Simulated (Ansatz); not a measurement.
# Zn2CdTe3: the cost of one run

Computed with Ansatz 0.2.0 (DFT PBE, scalar-relativistic, plane waves, PAW, unless a step's input says otherwise).

## Step 1: The system as given

The structure is trigonal, space group P3m1 (No. 156). Conventional cell: a = 4.467 Å, b = 4.467 Å, c = 11.001 Å, α = 90.00°, β = 90.00°, γ = 120.00°. Zn (site symmetry 3m) has 4 Te at 2.68 to 2.71 Å in its first shell of neighbours. Zn (site symmetry 3m) has 4 Te at 2.67 to 2.71 Å in its first shell of neighbours. Cd (site symmetry 3m) is surrounded by 4 Te at 2.81 to 2.85 Å. Te (site symmetry 3m) has 3 Zn at 2.71 Å and 1 Cd at 2.85 Å in its first shell of neighbours. Around Te (site symmetry 3m) lie 4 Zn at 2.68 to 2.71 Å. Te (site symmetry 3m) has 1 Zn at 2.67 Å and 3 Cd at 2.81 Å in its first shell of neighbours.

Coordinates:

```cif
data_structure
_symmetry_space_group_name_H-M 'P 1'
_symmetry_Int_Tables_number 1
_cell_length_a 4.4673
_cell_length_b 4.4673
_cell_length_c 11.0010
_cell_angle_alpha 90.000
_cell_angle_beta 90.000
_cell_angle_gamma 120.000
_cell_volume 190.13
loop_
_atom_site_label
_atom_site_type_symbol
_atom_site_fract_x
_atom_site_fract_y
_atom_site_fract_z
_atom_site_occupancy
Zn1 Zn 0.33333 0.66667 0.66049 1
Zn2 Zn 0.66667 0.33333 0.34061 1
Cd1 Cd 0.00000 0.00000 0.99640 1
Te1 Te 0.00000 0.00000 0.73756 1
Te2 Te 0.33333 0.66667 0.41710 1
Te3 Te 0.66667 0.33333 0.09784 1
```

The start is the relaxed end of an invented cell (made as: elements ordered on the sites of the CdTe type, Zn/Cd on Cd (P3m1, No. 156)), taken up again for a closer look.

## Step 2: A first look at the guess

File input.yaml:

```yaml
crystal:
  lattice:
    - [4.467294, 0.0, 0.0]
    - [-2.233647, 3.8687901, 0.0]
    - [0.0, 0.0, 11.001009]
  atoms:
    - { symbol: Zn, position: [0.3333333, 0.6666667, 0.66049] }
    - { symbol: Zn, position: [0.6666667, 0.3333333, 0.340608] }
    - { symbol: Cd, position: [0.0, 0.0, 0.996402] }
    - { symbol: Te, position: [0.0, 0.0, 0.737561] }
    - { symbol: Te, position: [0.3333333, 0.6666667, 0.417102] }
    - { symbol: Te, position: [0.6666667, 0.3333333, 0.097837] }
basis:
  ecutwfc: 420
kpoints:
  mp_grid: { grid: [6, 6, 2] }
hamiltonian:
  xc: pbe
scf:
  occupations: { method: gaussian, width: 0.1 }
  lower_state_search: "off"
output:
  forces: true
  stress: true
  eigenvalues: true
```

Command:

```sh
$ ansatz run input.yaml --threads 4 --pin off --max-ram 8192MiB --backend cpu --events-out ev --progress --plain --runs-dir out
```

**Question.** How long does this run take on 4 threads of Arm Neoverse V2, shared host, and how much memory does it need?

About 2.7 s, with a peak of 0.56 GiB.
